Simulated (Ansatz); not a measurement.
# F2H2HfO2: the cost of one run

Method: RHF/def2-SVP, in Ansatz 0.2.0.

## 1. Starting point

Bond lengths: Hf1–O2 2.070 Å, O2–H3 1.010 Å, Hf1–F4 1.980 Å, Hf1–O5 2.069 Å, O5–H6 1.010 Å, Hf1–F7 1.979 Å. Angles: Hf1–O2–H3 109.5°, O2–Hf1–F4 109.4°, O2–Hf1–O5 109.5°, O2–Hf1–F7 109.5°, F4–Hf1–O5 109.5°, F4–Hf1–F7 109.5°, O5–Hf1–F7 109.5°, Hf1–O5–H6 109.5°.

Structure file:

```xyz
7

Hf    0.0000    0.0000    0.0000
O     0.0000    0.0000    2.0700
H    -0.9095   -0.2814    2.4071
F     1.8671    0.0000   -0.6593
O    -0.9750    1.6891   -0.6893
H    -1.9328    1.4584   -0.9117
F    -0.9326   -1.6157   -0.6593
```

## 2. Relaxing the start

Contents of input.yaml:

```yaml
crystal:
  periodic: [false, false, false]
  atoms:
    - { symbol: Hf, position_ang: [0.0, 0.0, 0.0] }
    - { symbol: O, position_ang: [0.0, 0.0, 2.07] }
    - { symbol: H, position_ang: [-0.9095, -0.2814, 2.4071] }
    - { symbol: F, position_ang: [1.8671, 0.0, -0.6593] }
    - { symbol: O, position_ang: [-0.975, 1.6891, -0.6893] }
    - { symbol: H, position_ang: [-1.9328, 1.4584, -0.9117] }
    - { symbol: F, position_ang: [-0.9326, -1.6157, -0.6593] }
basis:
  gaussian: { orbitals: def2-SVP }
hamiltonian:
  xc: hf
relax:
  f_tol: 0.02
  max_steps: 40
output:
  orbitals: {}
```

On the command line:

```
ansatz run input.yaml --threads 1 --pin off --max-ram 2048MiB --backend cpu --events-out ev --progress --plain --runs-dir out
```

Q: Estimate wall time and peak memory on 1 thread of Arm Neoverse V1, shared host.

About 20 s, with a peak of 0.18 GiB.
